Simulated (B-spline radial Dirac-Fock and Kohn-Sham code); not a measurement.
**Inner shells of Ga¹¹⁺**

Wanted for gallium as Ga¹¹⁺: its X-ray form factor and Compton profile, the binding energy of each subshell and its two-hole states.

Method: a free atom or ion on a radial basis; each step names its model; computed with B-spline radial Dirac-Fock and Kohn-Sham code, version 2.

### Step 1. The system

Ga¹¹⁺ in the configuration 1s2 2s2 2p6 3s2 3p6 3d2.

```yaml
nuclear_charge: 31
electrons: 20
mass_number: 69
nuclear_rms_radius: 3.9973 fm
```

### Step 2. Form factor and Compton profile

Model: Dirac-Fock average of configuration, finite nucleus; form factor of the spherical density, Waller-Hartree incoherent function, impulse-approximation Compton profiles.

Recorded inputs:

```ini
task = scatter
Z = 31
charge = 11
configuration = 1s2 2s2 2p6 3s2 3p6 3d2
mass_number = 69
rms_radius = 3.9973  # fm
s = [0.0, 0.05, 0.06, 0.08, 0.1, 0.12, 0.15, 0.18, 0.22, 0.27, 0.33, 0.4, 0.49, 0.61, 0.74, 0.91, 1.12, 1.37, 1.68, 2.06, 2.52, 3.09, 3.78]  # 1/A
pz = [0, 0.1, 0.2, 0.3, 0.4, 0.5, 0.6, 0.8, 1.0, 1.2, 1.4, 1.6, 1.8, 2.0, 2.5, 3.0, 4.0, 5.0, 7.0, 10.0, 15.0, 20.0, 30.0, 40.0, 60.0, 100.0]  # a.u.
photon_energy = [5000, 8047.8, 10000, 17479.3, 50000, 200000, 500000, 1000000]  # eV
```

Main fields of the result record, rounded:

```text
status: converged
form_factor [e]: [20.0, 19.919, 19.883, 19.793, 19.678, 19.539, 19.287, 18.986, 18.516, 17.834, 16.907, 15.729, 14.163, 12.167, 10.313, 8.5021, 7.0892, 6.0972, 5.2171, 4.2198, 3.1475, 2.2123, 1.6013]
incoherent: [7.0769e-12, 0.08385, 0.12048, 0.213, 0.33046, 0.47178, 0.72566, 1.0253, 1.4864, 2.1412, 3.0047, 4.062, 5.4126, 7.0764, 8.6267, 10.262, 11.786, 13.125, 14.395, 15.616, 16.707, 17.59, 18.236]
compton_total [1/a.u.]: [2.1461, 2.1447, 2.1405, 2.1336, 2.1239, 2.1115, 2.0963, 2.0576, 2.0081, 1.9484, 1.8791, 1.8015, 1.717, 1.6275, 1.3937, 1.1681, 0.80961, 0.58768, 0.36608, 0.20246, 0.080718, 0.037381, 0.010842, 0.0038263, 0.00067957, 5.7057e-05]
shells: ["1s1/2", "2s1/2", "2p1/2", "2p3/2", "3s1/2", "3p1/2", "3p3/2", "3d3/2", "3d5/2"]
occupation: [2.0, 2.0, 2.0, 4.0, 2.0, 2.0, 4.0, 0.8, 1.2]
mean_momentum [a.u.]: [26.679, 9.0822, 12.216, 11.996, 4.2937, 5.0677, 5.0117, 5.8482, 5.8288]
r2 [bohr^2]: 4.4307
r_inverse [1/bohr]: 139.74
r1 [bohr]: 7.585
coherent [b]: [209.66, 156.93, 129.44, 70.731, 16.085, 1.4084, 0.23973, 0.060748]
incoherent_cross_section [b]: [1.4481, 2.8747, 3.6978, 5.9037, 8.7489, 7.7996, 5.7202, 4.2075]
radial_jk:
  3d: {"j0": [1.0, 0.99298, 0.9899, 0.98212, 0.97222, 0.96026, 0.93864, 0.91293, 0.87294, 0.81527, 0.73771, 0.64063, 0.51418, 0.35828, 0.2203, 0.095688, 0.014276, -0.019757, -0.023128, -0.014431, -0.0062457, -0.0018726, -0.00034025], "j2": [0.0, 0.0028052, 0.00403, 0.0071214, 0.011041, 0.01575, 0.024188, 0.034104, 0.04925, 0.07047, 0.097729, 0.12948, 0.166, 0.2008, 0.21682, 0.20807, 0.17031, 0.11711, 0.065229, 0.02873, 0.0096819, 0.002122, 7.8509e-05], "j4": [0.0, 3.3609e-06, 6.9527e-06, 2.1841e-05, 5.2911e-05, 0.00010868, 0.00026077, 0.00052941, 0.0011419, 0.0024606, 0.0050961, 0.0099166, 0.01907, 0.035728, 0.05676, 0.082432, 0.10262, 0.10688, 0.092478, 0.06613, 0.039543, 0.019752, 0.0085156], "r2": 0.38268, "r4": 0.26129, "r6": 0.28145}
```

The scattering functions against s = sin θ / λ:

| s (1/Å) | f (e) | f / N | S(s) |
| --- | --- | --- | --- |
| 0 | 20.00 | 1.000 | 0 |
| 0.0600 | 19.88 | 0.994 | 0.1205 |
| 0.100 | 19.68 | 0.984 | 0.3305 |
| 0.150 | 19.29 | 0.964 | 0.7257 |
| 0.220 | 18.52 | 0.926 | 1.486 |
| 0.330 | 16.91 | 0.845 | 3.005 |
| 0.490 | 14.16 | 0.708 | 5.413 |
| 0.740 | 10.31 | 0.516 | 8.627 |
| 1.12 | 7.089 | 0.354 | 11.79 |
| 1.68 | 5.217 | 0.261 | 14.39 |
| 2.52 | 3.147 | 0.157 | 16.71 |
| 3.78 | 1.601 | 0.080 | 18.24 |

### Step 3. Core and valence levels

Model: Dirac-Fock average of configuration, Delta-SCF, finite nucleus, first-order Breit with its frequency dependence, self-energy and vacuum polarisation.

Settings, as recorded:

```ini
task = binding
```

Main fields of the result record, rounded:

```text
status: converged
shells: ["K", "L1", "L2", "L3", "M1", "M2", "M3", "M4,5"]
total_energy_parts [Ha]: [-1892.8201, 0.936777817, -0.0861810618, -0.00329197454, 0.630015167, -0.0585346146]
koopmans [eV]: [10766.4, 1666.2, 1506.4, 1478.39, 458.359, 400.902, 396.034, 317.412]
dirac_coulomb [eV]: [10732.8, 1655.82, 1494.22, 1466.49, 456.941, 399.391, 394.572, 315.734]
gaunt [eV]: [-14.8449, -1.08819, -1.9489, -1.36963, -0.166325, -0.301901, -0.198612, -0.02345]
retardation [eV]: [0.968484, 0.0436562, 0.201978, 0.202099, 0.00982668, 0.0376111, 0.037701, 0.00849985]
breit_frequency [eV]: [0.0389573, -0.00528306, -0.00113639, 0.0163919, -0.00112551, -0.00063751, 0.00263625, -0.000632765]
self_energy [eV]: [-7.21234, -0.758682, 0.0951335, 0.0317309, -0.142282, 0.0170716, 0.00606876, 0.0128708]
vacuum_polarisation [eV]: [0.684083, 0.0671517, -0.00567308, -0.00614322, 0.0122626, -0.00112073, -0.00121727, -0.00101164]
binding [eV]: [10712.4, 1654.08, 1492.57, 1465.37, 456.654, 399.142, 394.418, 315.73]
mean_radius [bohr]: [0.0485891, 0.215978, 0.187371, 0.190746, 0.594395, 0.593901, 0.600508, 0.570521]
```

total_energy_parts: Dirac-Coulomb, Gaunt, retardation, frequency dependence, self-energy, vacuum polarisation. 

Each level as Koopmans' value plus corrections (eV):

| level | -ε | relaxation | Breit | QED | binding |
| --- | --- | --- | --- | --- | --- |
| K | 10766.4 | -33.63 | -13.84 | -6.53 | 10712.4 |
| L1 | 1666.2 | -10.38 | -1.05 | -0.69 | 1654.1 |
| L2 | 1506.4 | -12.17 | -1.75 | 0.09 | 1492.6 |
| L3 | 1478.4 | -11.90 | -1.15 | 0.03 | 1465.4 |
| M1 | 458.4 | -1.42 | -0.16 | -0.13 | 456.7 |
| M2 | 400.9 | -1.51 | -0.26 | 0.02 | 399.1 |
| M3 | 396.0 | -1.46 | -0.16 | 0.00 | 394.4 |
| M4,5 | 317.4 | -1.68 | -0.02 | 0.01 | 315.7 |

X-ray lines as differences of these levels:

| line | energy (eV) |
| --- | --- |
| Kβ1 (K-M3) | 10318.0 |
| Kβ3 (K-M2) | 10313.3 |
| Kα1 (K-L3) | 9247.1 |
| Kα2 (K-L2) | 9219.9 |
| Lβ3 (L1-M3) | 1259.7 |
| Lβ4 (L1-M2) | 1254.9 |
| Lη (L2-M1) | 1035.9 |
| Lℓ (L3-M1) | 1008.7 |

### Step 4. Two holes

Model: Dirac-Fock average of configuration, Delta-SCF, finite nucleus, first-order Breit with its frequency dependence, self-energy and vacuum polarisation; two-hole levels by intermediate coupling within the shell, Auger rates as independent-particle Coulomb matrix elements.

Recorded inputs:

```ini
task = double
```

Main fields of the result record, rounded:

```text
status: converged
single_binding [eV]: {"K": 10712.44, "L1": 1654.08, "L2": 1492.566, "L3": 1465.369, "M1": 456.6535, "M2": 399.1417, "M3": 394.4183, "M4,5": 315.7302}
double_binding [eV]:
  KK: 21899.39
  KL2: 12348.13
  KL3: 12317.18
  KM2: 11164.32
  KM3: 11158.8
  L1L1: 3402.512
  L1L2: 3235.104
  L1L3: 3207.233
  L1M2: 2100.211
  L1M3: 2095.099
  L2L2: 3095.212
  L2L3: 3060.571
  L2M1: 1996.169
  L2M3: 1934.746
  L3L3: 3034.632
  L3M1: 1968.899
  L3M2: 1912.585
  M2M2: 837.1831
  M2M3: 830.1293
  M3M3: 825.9439
kalpha_Ln [eV]:
  - [0, 9237.993, 9571.873]
  - [1, 9274.986, 9610.246]
  - [2, 9313.337, 9649.97]
  - [3, 9353.045, 9691.042]
  - [4, 9394.108, 9733.459]
  - [5, 9436.522, 9777.219]
auger_lines [eV]:
  K-L123: [["L2L3", 2, 0.959223, 7646.63, 0.342784], ["L1L2", 1, 0.634968, 7456.83, 0.128842], ["L3L3", 2, 0.959223, 7682.64, 0.0611544], ["L1L1", 0, 0.984531, 7304.89, 0.0430086], ["L2L2", 0, 0.905471, 7614.36, 0.0279841], ["L1L3", 1, 0.634968, 7502.41, 0.0225632]]
  L2-M23: [["M2M3", 2, 0.903268, 660.355, 0.14026], ["M2M3", 1, 1.0, 664.583, 0.0661789], ["M2M2", 0, 0.70742, 651.478, 0.0546469], ["M3M3", 0, 0.70742, 664.822, 0.00852972], ["M3M3", 2, 0.903268, 668.556, 0.00822103]]
  L3-M23: [["M3M3", 2, 0.903268, 641.359, 0.111808], ["M2M3", 2, 0.903268, 633.159, 0.0958129], ["M2M3", 1, 1.0, 637.386, 0.0343816], ["M3M3", 0, 0.70742, 637.626, 0.021942], ["M2M2", 0, 0.70742, 624.282, 0.0175628]]
```

Auger rows: leading holes, J, purity, kinetic energy, width; the six strongest of each group. kalpha_Ln rows: L holes, Kα centroid, hypersatellite. Left out are hole states that did not converge, or in which two open shells of one symmetry are about equally filled, where the average of configuration falls too low.

The cost of two holes beyond the sum of single holes (eV):

| holes | double | sum of singles | U |
| --- | --- | --- | --- |
| K K | 21899.4 | 21424.9 | 474.5 |
| K L2 | 12348.1 | 12205.0 | 143.1 |
| K L3 | 12317.2 | 12177.8 | 139.4 |
| K M2 | 11164.3 | 11111.6 | 52.73 |
| K M3 | 11158.8 | 11106.9 | 51.94 |
| L1 L1 | 3402.5 | 3308.2 | 94.35 |
| L1 L2 | 3235.1 | 3146.6 | 88.46 |
| L1 L3 | 3207.2 | 3119.4 | 87.78 |
| L1 M2 | 2100.2 | 2053.2 | 46.99 |
| L1 M3 | 2095.1 | 2048.5 | 46.60 |
| L2 L2 | 3095.2 | 2985.1 | 110.1 |
| L2 L3 | 3060.6 | 2957.9 | 102.6 |
| L2 M1 | 1996.2 | 1949.2 | 46.95 |
| L2 M3 | 1934.7 | 1887.0 | 47.76 |
| L3 L3 | 3034.6 | 2930.7 | 103.9 |
| L3 M1 | 1968.9 | 1922.0 | 46.88 |
| L3 M2 | 1912.6 | 1864.5 | 48.07 |
| M2 M2 | 837.2 | 798.3 | 38.90 |
| M2 M3 | 830.1 | 793.6 | 36.57 |
| M3 M3 | 825.9 | 788.8 | 37.11 |

### Step 5. Results

| quantity | value |
| --- | --- |
| rms radius of the electron cloud | 0.471 bohr |
| form factor halves at | 0.77 1/Å |
| Compton profile at zero | 2.146 1/a.u. |
| deepest level listed, K (1s) | 10712.4 eV |
| least bound, M4,5 (3d) | 315.7 eV |
| Kα1 | 9247.1 eV |
| ionisation energy, NIST (theoretical) | 319.000 eV |
| largest U, K K | 474.5 eV |
| Kα hypersatellite shift | +333.9 eV |
| strongest line of K-L123 | L2L3, J = 2, 7646.6 eV |

In words: The form factor starts at the 20 electrons and halves by s = 0.77 1/Å. Incoherent scattering outweighs coherent from 200 keV on, among the energies asked. The K (1s) level lies 33.6 eV under Koopmans' value by relaxation alone; Breit gives -13.84 and QED -6.53 eV. NIST's ionisation energy differs by +3.27 eV from the least binding energy; the calculation averages open shells over their j components and terms. U runs from 36.57 eV (M2 M3) to 474.5 eV (K K). An empty K shell moves Kα up by 334 eV. In the K-L123 Auger group the L2L3 J = 2 line carries 52 % of the rate. The Hartree-Fock and Dirac-Fock values hold no electron correlation.
